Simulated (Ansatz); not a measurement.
I need energies of removing a hydrogen of C2H6Sn, SMILES [CH2]1[CH2][SnH2]1. Use the Ansatz DFT code, driven from Python. Settings (for the species named): B3LYP, def2-TZVP basis, multiplicity 1, D3BJ dispersion.

Input file `c2h6sn.xyz`:
```text
9

C    -0.64520    0.31970   -0.75060
C     0.69200    0.51790   -0.31710
Sn   -0.35780   -0.91990    0.93890
H    -0.72900   -0.16260   -1.73120
H    -1.33810    1.23500   -0.56860
H     1.44460    0.09680   -1.00920
H     0.93440    1.49890    0.17300
H     0.48920   -2.44710    0.65880
H    -0.40150   -0.18500    2.58880
```

`bde.py`
```python
import ansatz as az

BASIS = "def2-TZVP"
XC = "b3lyp"
VDW = "d3bj"


def single_point(molecule, charge=0, unpaired=0):
    calc = molecule.calculation().basis(gaussian=BASIS).functional(XC, dispersion=VDW)
    if charge:
        calc = calc.charge(charge)
    if unpaired:
        calc = calc.spin("collinear", total=unpaired)
    report = calc.run().report
    if report["published_state_doubts"]:
        print("  doubts:", report["published_state_doubts"])
    return report["free_energy_ev"]

def without(molecule, index):
    rest = az.Crystal.molecule()
    for i, site in enumerate(molecule.cartesian_sites):
        if i != index:
            rest = rest.atom(site.symbol, site.position_ang)
    return rest

c2h6sn = az.Crystal.molecule_from_extxyz("c2h6sn.xyz")

whole = single_point(c2h6sn, 0)
hydrogen = single_point(az.Crystal.molecule().atom("H", (0, 0, 0)), 0, 1)
print(f"E(molecule) = {whole:.5f} eV, E(H) = {hydrogen:.5f} eV")
for index in [6, 8]:
    radical = single_point(without(c2h6sn, index), 0, 1)
    print(f"H{index}: homolysis {(radical + hydrogen - whole):.3f} eV")
```

`python bde.py` gives:
```text
E(molecule) = -8004.15361 eV, E(H) = -13.66431 eV
H6: homolysis 4.739 eV
H8: homolysis 2.916 eV
```

Caveats:
- These settings explore the input space; basis and method may be short of convergence.
- The geometry is a force-field or estimated start, not a minimum of this method, and the basis set is short of its limit. All parts are taken at fixed geometry, without zero-point energy.
- def2 sets replace the cores of elements past krypton by effective core potentials.
- b3lyp holds the VWN-RPA fit, as in Gaussian; the form of ORCA and Turbomole is b3lyp5.
- The spin-orbit lowering of heavy atoms is left out.
- Run time: 13 s on 1 thread of Intel(R) Xeon(R) 6975P-C (Granite Rapids), on a shared host, peak memory 0.39 GiB.

(Lines on the test bed's own set-up are left out of the output.)
